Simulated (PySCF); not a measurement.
# CH₈NSi₂+: fields and orbitals, part 1 of 2

Aim: take CH₈NSi₂+ and see where an electron leaves and enters and localise its valence orbitals.

Computed with PySCF 2.14.0. Level: levels as typed in each script, gas phase, geometry from GFN2-xTB.

## Step 1: Starting geometry

SMILES `C1[SiH2][NH2+][SiH2]1`, 12 atoms, charge 1, spin multiplicity 1.

Bond lengths: C1–Si2 1.911 Å, C1–Si4 1.911 Å, C1–H5 1.088 Å, C1–H6 1.088 Å, Si2–N3 1.906 Å, Si2–H7 1.453 Å, Si2–H8 1.453 Å, N3–Si4 1.906 Å, N3–H9 1.017 Å, N3–H10 1.017 Å, Si4–H11 1.453 Å, Si4–H12 1.453 Å. Angles: Si2–C1–Si4 94.8°, Si2–C1–H5 114.2°, Si2–C1–H6 114.2°, Si4–C1–H5 114.2°, Si4–C1–H6 114.2°, H5–C1–H6 105.4°, C1–Si2–N3 85.0°, C1–Si2–H7 118.2°, C1–Si2–H8 118.2°, N3–Si2–H7 104.5°, N3–Si2–H8 104.5°, H7–Si2–H8 117.8°, Si2–N3–Si4 95.2°, Si2–N3–H9 114.3°, Si2–N3–H10 114.3°, Si4–N3–H9 114.4°, Si4–N3–H10 114.3°, H9–N3–H10 104.6° and more.

Coordinates:

| atom | x (Å) | y (Å) | z (Å) |
| --- | --- | --- | --- |
| C1 | 0.0000 | 1.3357 | 0.0001 |
| Si2 | -1.4069 | 0.0431 | 0.0000 |
| N3 | 0.0000 | -1.2423 | 0.0000 |
| Si4 | 1.4069 | 0.0431 | 0.0000 |
| H5 | -0.0002 | 1.9952 | 0.8659 |
| H6 | 0.0001 | 1.9952 | -0.8659 |
| H7 | -2.1181 | -0.1970 | -1.2441 |
| H8 | -2.1181 | -0.1970 | 1.2441 |
| H9 | -0.0001 | -1.8636 | 0.8046 |
| H10 | 0.0001 | -1.8636 | -0.8047 |
| H11 | 2.1181 | -0.1969 | 1.2441 |
| H12 | 2.1181 | -0.1969 | -1.2441 |

## Step 2: Removing and adding an electron (wB97X/def2-svp)

File input.py:

```python
import numpy as np
from pyscf import gto, scf, dft
from pyscf.scf import atom_ks, atom_hf
from scipy.linalg import block_diag

def solve(mol, dm0=None, hcore=None):
    mf = (dft.UKS if mol.spin else dft.RKS)(mol, xc='wb97x')
    mf.grids.level = 3
    mf = mf.density_fit(auxbasis='def2-universal-jkfit')
    mf.conv_tol, mf.max_cycle = 1e-8, 80
    if hcore is not None:
        mf.get_hcore = lambda *args: hcore
    mf.kernel(dm0)
    if not mf.converged:
        mf = mf.newton().run(mf.mo_coeff, mf.mo_occ, max_cycle=30)
    assert mf.converged, 'SCF not converged'
    return mf

mol = gto.M(atom='''
C     -0.00004     1.33575     0.00006
Si    -1.40688     0.04306    -0.00003
N      0.00004    -1.24227     0.00004
Si     1.40688     0.04309    -0.00001
H     -0.00017     1.99522     0.86586
H      0.00013     1.99520    -0.86593
H     -2.11812    -0.19701    -1.24414
H     -2.11813    -0.19702     1.24408
H     -0.00007    -1.86362     0.80465
H      0.00010    -1.86364    -0.80466
H      2.11812    -0.19695     1.24410
H      2.11813    -0.19695    -1.24411
''', basis='def2-svp', charge=1, spin=0, verbose=4)
mf = solve(mol)
out = dict(e0=mf.e_tot, dm0=mf.make_rdm1(), c=mf.mo_coeff, occ=mf.mo_occ, eps=mf.mo_energy)
for name, dq, spin in [('cation', 1, 1), ('anion', -1, 1)]:
    ion = mol.copy().set(charge=mol.charge + dq, spin=spin).build()
    mi = solve(ion)
    if spin and dq > 0 and mol.nao < 130:
        c, _, stable, _ = mi.stability(return_status=True)
        if not stable:
            mi = solve(ion, mi.make_rdm1(c, mi.mo_occ))
    print(name, 'vertical energy change / eV', (mi.e_tot - mf.e_tot) * 27.211386)
    out.update({'e_' + name: mi.e_tot, 'dm_' + name: mi.make_rdm1(), 's2_' + name: mi.spin_square()[0], 'eps_' + name: mi.mo_energy, 'occ_' + name: mi.mo_occ})
# spherically averaged free atoms, for the promolecule
atm = atom_ks.get_atm_nrks(mol, xc='wb97x')
pro = block_diag(*[(atm[a[0]][2] * atm[a[0]][3]) @ atm[a[0]][2].T for a in mol._atom])
np.savez('result.npz', pro=pro, **out)
```

The run is started by

```sh
$ OMP_NUM_THREADS=1 python input.py
```

The program printed:

```text
[ENV] PYSCF_TMPDIR <dir>
[ENV] PYSCF_MAX_MEMORY 1375
[INPUT] verbose = 4
[INPUT] num. atoms = 12
[INPUT] num. electrons = 48
[INPUT] charge = 1
[INPUT] spin (= nelec alpha-beta = 2S) = 0
[INPUT] symmetry False subgroup None
[INPUT] Mole.unit = angstrom
[INPUT] Symbol           X                Y                Z      unit          X                Y                Z       unit  Magmom
[INPUT]  1 C     -0.000040000000   1.335750000000   0.000060000000 AA   -0.000075589045   2.524201670888   0.000113383567 Bohr   0.0
[INPUT]  2 Si    -1.406880000000   0.043060000000  -0.000030000000 AA   -2.658617890128   0.081371606924  -0.000056691784 Bohr   0.0
[INPUT]  3 N      0.000040000000  -1.242270000000   0.000040000000 AA    0.000075589045  -2.347550072763   0.000075589045 Bohr   0.0
[INPUT]  4 Si     1.406880000000   0.043090000000  -0.000010000000 AA    2.658617890128   0.081428298708  -0.000018897261 Bohr   0.0
[INPUT]  5 H     -0.000170000000   1.995220000000   0.865860000000 AA   -0.000321253441   3.770419358255   1.636238262216 Bohr   0.0
[INPUT]  6 H      0.000130000000   1.995200000000  -0.865930000000 AA    0.000245664396   3.770381563732  -1.636370543045 Bohr   0.0
[INPUT]  7 H     -2.118120000000  -0.197010000000  -1.244140000000 AA   -4.002666698964  -0.372294943801  -2.351083860616 Bohr   0.0
[INPUT]  8 H     -2.118130000000  -0.197020000000   1.244080000000 AA   -4.002685596225  -0.372313841062   2.350970477049 Bohr   0.0
[INPUT]  9 H     -0.000070000000  -1.863620000000   0.804650000000 AA   -0.000132280829  -3.521731400262   1.520568126131 Bohr   0.0
[INPUT] 10 H      0.000100000000  -1.863640000000  -0.804660000000 AA    0.000188972612  -3.521769194784  -1.520587023393 Bohr   0.0
[INPUT] 11 H      2.118120000000  -0.196950000000   1.244100000000 AA    4.002666698964  -0.372181560233   2.351008271571 Bohr   0.0
[INPUT] 12 H      2.118130000000  -0.196950000000  -1.244110000000 AA    4.002685596225  -0.372181560233  -2.351027168833 Bohr   0.0

nuclear repulsion = 230.081566345279
number of shells = 52
number of NR pGTOs = 176
number of NR cGTOs = 104
basis = def2-svp
ecp = {}

******** <class 'pyscf.df.df_jk.DFRKS'> ********
method = DFRKS
initial guess = minao
damping factor = 0
level_shift factor = 0
DIIS = <class 'pyscf.scf.diis.CDIIS'>
diis_start_cycle = 1
diis_space = 8
diis_damp = 0
SCF conv_tol = 1e-08
SCF conv_tol_grad = None
SCF max_cycles = 80
direct_scf = False
XC library pyscf.dft.libxc version 7.0.0
    S. Lehtola, C. Steigemann, M. J.T. Oliveira, and M. A.L. Marques.,  SoftwareX 7, 1–5 (2018)
XC functionals = wb97x
    J.-D. Chai and M. Head-Gordon.,  J. Chem. Phys. 128, 084106 (2008)
radial grids:
    Treutler-Ahlrichs [JCP 102, 346 (1995); DOI:10.1063/1.469408] (M4) radial grids

becke partition: Becke, JCP 88, 2547 (1988); DOI:10.1063/1.454033
pruning grids: <function nwchem_prune at 0x769d3fd7dee0>
grids dens level: 3
symmetrized grids: False
atomic radii adjust function: <function treutler_atomic_radii_adjust at 0x769d3fd7e3e0>
small_rho_cutoff = 0
Set gradient conv threshold to 0.0001
Initial guess from minao.
tot grids = 144848
******** <class 'pyscf.df.df.DF'> ********
auxbasis = def2-universal-jkfit
******** <class 'pyscf.df.df.DF'> ********
auxbasis = auxmol.basis = def2-universal-jkfit
init E= -676.592326970722
[... the frontier-level lines of each cycle are left out ...]
cycle= 1 E= -676.118687607136  delta_E= 0.474  |g|= 0.316  |ddm|= 3.15
cycle= 2 E= -676.153119476563  delta_E= -0.0344  |g|= 0.123  |ddm|= 0.594
cycle= 3 E= -676.157206780389  delta_E= -0.00409  |g|= 0.0434  |ddm|= 0.17
cycle= 4 E= -676.157712176087  delta_E= -0.000505  |g|= 0.0105  |ddm|= 0.0511
cycle= 5 E= -676.157745881678  delta_E= -3.37e-05  |g|= 0.00177  |ddm|= 0.0147
cycle= 6 E= -676.157747047142  delta_E= -1.17e-06  |g|= 0.000484  |ddm|= 0.00296
cycle= 7 E= -676.157747122477  delta_E= -7.53e-08  |g|= 0.000244  |ddm|= 0.000815
cycle= 8 E= -676.157747139873  delta_E= -1.74e-08  |g|= 4.54e-05  |ddm|= 0.000302
cycle= 9 E= -676.157747141486  delta_E= -1.61e-09  |g|= 6.8e-06  |ddm|= 0.000131
Extra cycle  E= -676.157747141526  delta_E= -3.99e-11  |g|= 2.84e-06  |ddm|= 1.66e-05
converged SCF energy = -676.157747141526

******** <class 'pyscf.df.df_jk.DFUKS'> ********
method = DFUKS
initial guess = minao
damping factor = 0
level_shift factor = 0
DIIS = <class 'pyscf.scf.diis.CDIIS'>
diis_start_cycle = 1
diis_space = 8
diis_damp = 0
SCF conv_tol = 1e-08
SCF conv_tol_grad = None
SCF max_cycles = 80
direct_scf = False
number electrons alpha = 24  beta = 23
XC library pyscf.dft.libxc version 7.0.0
    S. Lehtola, C. Steigemann, M. J.T. Oliveira, and M. A.L. Marques.,  SoftwareX 7, 1–5 (2018)
XC functionals = wb97x
    J.-D. Chai and M. Head-Gordon.,  J. Chem. Phys. 128, 084106 (2008)
radial grids:
    Treutler-Ahlrichs [JCP 102, 346 (1995); DOI:10.1063/1.469408] (M4) radial grids

becke partition: Becke, JCP 88, 2547 (1988); DOI:10.1063/1.454033
pruning grids: <function nwchem_prune at 0x769d3fd7dee0>
grids dens level: 3
symmetrized grids: False
atomic radii adjust function: <function treutler_atomic_radii_adjust at 0x769d3fd7e3e0>
small_rho_cutoff = 0
Set gradient conv threshold to 0.0001
tot grids = 144848
******** <class 'pyscf.df.df.DF'> ********
auxbasis = def2-universal-jkfit
******** <class 'pyscf.df.df.DF'> ********
auxbasis = auxmol.basis = def2-universal-jkfit
init E= -676.592326970722


cycle= 1 E= -675.488234596567  delta_E=  1.1  |g|= 0.307  |ddm|= 2.22
cycle= 2 E= -675.561586529455  delta_E= -0.0734  |g|= 0.14  |ddm|= 0.692
cycle= 3 E= -675.572744310245  delta_E= -0.0112  |g|= 0.0434  |ddm|= 0.183
cycle= 4 E= -675.574391548169  delta_E= -0.00165  |g|= 0.0139  |ddm|= 0.0611
cycle= 5 E= -675.574907717228  delta_E= -0.000516  |g|= 0.00801  |ddm|= 0.0313
cycle= 6 E= -675.575246539016  delta_E= -0.000339  |g|= 0.00512  |ddm|= 0.0273
cycle= 7 E= -675.575424685799  delta_E= -0.000178  |g|= 0.00282  |ddm|= 0.0267
...
cycle= 11 E= -676.290865503251  delta_E= -1e-08  |g|= 1.65e-05  |ddm|= 0.00108
cycle= 12 E= -676.290865505561  delta_E= -2.31e-09  |g|= 7.31e-06  |ddm|= 0.000607
Extra cycle  E= -676.290865505749  delta_E= -1.88e-10  |g|= 5.74e-06  |ddm|= 0.000109
converged SCF energy = -676.290865505749  <S^2> = 0.75953155  2S+1 = 2.0095089
anion vertical energy change / eV -3.6223351925554663
Spherically averaged atomic KS for {'N', 'C', 'Si', 'H'}

******** <class 'pyscf.scf.atom_ks.AtomSphAverageRKS'> ********
method = AtomSphAverageRKS
initial guess = vsap
damping factor = 0
level_shift factor = 0
diis_start_cycle = 1
diis_space = 12
SCF conv_tol = 1e-09
SCF conv_tol_grad = None
SCF max_cycles = 50
direct_scf = True
direct_scf_tol = 1e-13
XC library pyscf.dft.libxc version 7.0.0
    S. Lehtola, C. Steigemann, M. J.T. Oliveira, and M. A.L. Marques.,  SoftwareX 7, 1–5 (2018)
XC functionals = wb97x
    J.-D. Chai and M. Head-Gordon.,  J. Chem. Phys. 128, 084106 (2008)
radial grids:
    Treutler-Ahlrichs [JCP 102, 346 (1995); DOI:10.1063/1.469408] (M4) radial grids

becke partition: Becke, JCP 88, 2547 (1988); DOI:10.1063/1.454033
pruning grids: <function nwchem_prune at 0x769d3fd7dee0>
grids dens level: 3
symmetrized grids: False
atomic radii adjust function: <function treutler_atomic_radii_adjust at 0x769d3fd7e3e0>
User specified grid scheme (100, 434)
small_rho_cutoff = 0
Set gradient conv threshold to 3.16228e-05
tot grids = 24752
init E= 192.549752443058
cycle= 1 E= 192.533814109739  delta_E= -0.0159  |g|=    0  |ddm|= 0.46
cycle= 2 E= 192.532046825024  delta_E= -0.00177  |g|=    0  |ddm|= 0.0955
cycle= 3 E= 192.531843933131  delta_E= -0.000203  |g|=    0  |ddm|= 0.0465
cycle= 4 E= 192.531819213528  delta_E= -2.47e-05  |g|=    0  |ddm|= 0.0132
cycle= 5 E= 192.531816189222  delta_E= -3.02e-06  |g|=    0  |ddm|= 0.00529
cycle= 6 E= 192.531815816145  delta_E= -3.73e-07  |g|=    0  |ddm|= 0.00172
cycle= 7 E= 192.531815770087  delta_E= -4.61e-08  |g|=    0  |ddm|= 0.000634
cycle= 8 E= 192.531815764395  delta_E= -5.69e-09  |g|=    0  |ddm|= 0.000216
cycle= 9 E= 192.531815763691  delta_E= -7.04e-10  |g|=    0  |ddm|= 7.75e-05
Extra cycle  E= 192.531815763604  delta_E= -8.7e-11  |g|=    0  |ddm|= 2.69e-05
Atomic HF for atom  C  converged. SCF energy = 192.531815763604

******** <class 'pyscf.scf.atom_ks.AtomSphAverageRKS'> ********
method = AtomSphAverageRKS
initial guess = vsap
damping factor = 0
level_shift factor = 0
diis_start_cycle = 1
diis_space = 12
SCF conv_tol = 1e-09
SCF conv_tol_grad = None
SCF max_cycles = 50
direct_scf = True
direct_scf_tol = 1e-13
XC library pyscf.dft.libxc version 7.0.0
    S. Lehtola, C. Steigemann, M. J.T. Oliveira, and M. A.L. Marques.,  SoftwareX 7, 1–5 (2018)
XC functionals = wb97x
    J.-D. Chai and M. Head-Gordon.,  J. Chem. Phys. 128, 084106 (2008)
radial grids:
    Treutler-Ahlrichs [JCP 102, 346 (1995); DOI:10.1063/1.469408] (M4) radial grids

becke partition: Becke, JCP 88, 2547 (1988); DOI:10.1063/1.454033
pruning grids: <function nwchem_prune at 0x769d3fd7dee0>
grids dens level: 3
symmetrized grids: False
atomic radii adjust function: <function treutler_atomic_radii_adjust at 0x769d3fd7e3e0>
User specified grid scheme (100, 434)
small_rho_cutoff = 0
Set gradient conv threshold to 3.16228e-05
tot grids = 24008
init E= -58.9968553725897
cycle= 1 E= -58.99821525623  delta_E= -0.00136  |g|=    0  |ddm|= 0.0623
cycle= 2 E= -58.9982167358508  delta_E= -1.48e-06  |g|=    0  |ddm|= 0.00174
cycle= 3 E= -58.9982167493946  delta_E= -1.35e-08  |g|=    0  |ddm|= 0.000647
cycle= 4 E= -58.99821675007  delta_E= -6.75e-10  |g|=    0  |ddm|= 6.15e-05
Extra cycle  E= -58.998216750107  delta_E= -3.7e-11  |g|=    0  |ddm|= 3.59e-05
Atomic HF for atom  Si  converged. SCF energy = -58.998216750107

******** <class 'pyscf.scf.atom_ks.AtomSphAverageRKS'> ********
method = AtomSphAverageRKS
initial guess = vsap
damping factor = 0
level_shift factor = 0
diis_start_cycle = 1
diis_space = 12
SCF conv_tol = 1e-09
SCF conv_tol_grad = None
SCF max_cycles = 50
direct_scf = True
direct_scf_tol = 1e-13
XC library pyscf.dft.libxc version 7.0.0
    S. Lehtola, C. Steigemann, M. J.T. Oliveira, and M. A.L. Marques.,  SoftwareX 7, 1–5 (2018)
XC functionals = wb97x
    J.-D. Chai and M. Head-Gordon.,  J. Chem. Phys. 128, 084106 (2008)
radial grids:
    Treutler-Ahlrichs [JCP 102, 346 (1995); DOI:10.1063/1.469408] (M4) radial grids

becke partition: Becke, JCP 88, 2547 (1988); DOI:10.1063/1.454033
pruning grids: <function nwchem_prune at 0x769d3fd7dee0>
grids dens level: 3
symmetrized grids: False
atomic radii adjust function: <function treutler_atomic_radii_adjust at 0x769d3fd7e3e0>
User specified grid scheme (100, 434)
small_rho_cutoff = 0
Set gradient conv threshold to 3.16228e-05
tot grids = 24536
init E= 175.93043331139
cycle= 1 E= 175.924326097762  delta_E= -0.00611  |g|=    0  |ddm|= 0.266
cycle= 2 E= 175.923249048675  delta_E= -0.00108  |g|=    0  |ddm|= 0.0851
cycle= 3 E= 175.923015574449  delta_E= -0.000233  |g|=    0  |ddm|= 0.0463
cycle= 4 E= 175.922962965943  delta_E= -5.26e-05  |g|=    0  |ddm|= 0.0208
cycle= 5 E= 175.922951109726  delta_E= -1.19e-05  |g|=    0  |ddm|= 0.0101
cycle= 6 E= 175.922948429956  delta_E= -2.68e-06  |g|=    0  |ddm|= 0.00476
cycle= 7 E= 175.922947824816  delta_E= -6.05e-07  |g|=    0  |ddm|= 0.00227
cycle= 8 E= 175.922947688096  delta_E= -1.37e-07  |g|=    0  |ddm|= 0.00108
cycle= 9 E= 175.922947657213  delta_E= -3.09e-08  |g|=    0  |ddm|= 0.000512
cycle= 10 E= 175.922947650236  delta_E= -6.98e-09  |g|=    0  |ddm|= 0.000243
cycle= 11 E= 175.922947648661  delta_E= -1.58e-09  |g|=    0  |ddm|= 0.000116
cycle= 12 E= 175.922947648212  delta_E= -4.48e-10  |g|=    0  |ddm|= 3.14e-05
Extra cycle  E= 175.922947648203  delta_E= -8.9e-12  |g|=    0  |ddm|= 8.7e-06
Atomic HF for atom  N  converged. SCF energy = 175.922947648203

******** <class 'pyscf.scf.atom_ks.AtomSphAverageRKS'> ********
method = AtomSphAverageRKS
initial guess = vsap
damping factor = 0
level_shift factor = 0
diis_start_cycle = 1
diis_space = 12
SCF conv_tol = 1e-09
SCF conv_tol_grad = None
SCF max_cycles = 50
direct_scf = True
direct_scf_tol = 1e-13
XC library pyscf.dft.libxc version 7.0.0
    S. Lehtola, C. Steigemann, M. J.T. Oliveira, and M. A.L. Marques.,  SoftwareX 7, 1–5 (2018)
XC functionals = wb97x
    J.-D. Chai and M. Head-Gordon.,  J. Chem. Phys. 128, 084106 (2008)
radial grids:
    Treutler-Ahlrichs [JCP 102, 346 (1995); DOI:10.1063/1.469408] (M4) radial grids

becke partition: Becke, JCP 88, 2547 (1988); DOI:10.1063/1.454033
pruning grids: <function nwchem_prune at 0x769d3fd7dee0>
grids dens level: 3
symmetrized grids: False
atomic radii adjust function: <function treutler_atomic_radii_adjust at 0x769d3fd7e3e0>
User specified grid scheme (100, 434)
small_rho_cutoff = 0
Set gradient conv threshold to 3.16228e-05
tot grids = 26240
init E= 229.697743834085
cycle= 1 E= 229.691822286238  delta_E= -0.00592  |g|=    0  |ddm|= 0.169
cycle= 2 E= 229.691804999282  delta_E= -1.73e-05  |g|=    0  |ddm|= 0.00891
cycle= 3 E= 229.691804933438  delta_E= -6.58e-08  |g|=    0  |ddm|= 0.000549
cycle= 4 E= 229.691804933183  delta_E= -2.55e-10  |g|=    0  |ddm|= 3.42e-05
Extra cycle  E= 229.691804933182  delta_E= -9.95e-13  |g|=    0  |ddm|= 2.13e-06
Atomic HF for atom  H  converged. SCF energy = 229.691804933182
```

It took 1.7 min on 1 thread of Intel Xeon 6975P-C (Granite Rapids), shared host; peak memory 0.66 GiB.

The free atoms at the end serve only for the promolecule density; their printed energies are not used.

## Step 3: Analysis of result.npz

Dual descriptor f⁺ − f⁻.

Electrophilic (positive): Si2 and Si4 (+0.11) and H9 and H10 (+0.02). Nucleophilic (negative): C1 (−0.17) and H5 and H6 (−0.03). f⁻ (Hirshfeld-condensed), largest first: C1 (0.20), Si2 and Si4 (0.15 each) and H7, H8, H11 and H12 (0.07 each); the vertical ionisation energy is 15.85 eV. f⁺ (Hirshfeld-condensed), largest first: Si2 and Si4 (0.26 each), H7, H8, H11 and H12 (0.06 each) and H9 and H10 (0.05 each); the vertical electron affinity is 3.62 eV.

| atom | f⁻ | f⁺ | charge |
| --- | --- | --- | --- |
| C1 | +0.20 | +0.03 | −0.24 |
| Si2 | +0.15 | +0.26 | +0.52 |
| N3 | +0.02 | +0.03 | −0.16 |
| Si4 | +0.15 | +0.26 | +0.52 |
| H5 | +0.07 | +0.03 | +0.07 |
| H6 | +0.07 | +0.03 | +0.07 |
| H7 | +0.07 | +0.06 | −0.03 |
| H8 | +0.07 | +0.06 | −0.03 |
| H9 | +0.03 | +0.05 | +0.17 |
| H10 | +0.03 | +0.05 | +0.17 |
| H11 | +0.07 | +0.06 | −0.03 |
| H12 | +0.07 | +0.06 | −0.03 |

(Continued in part 2 of 2.)
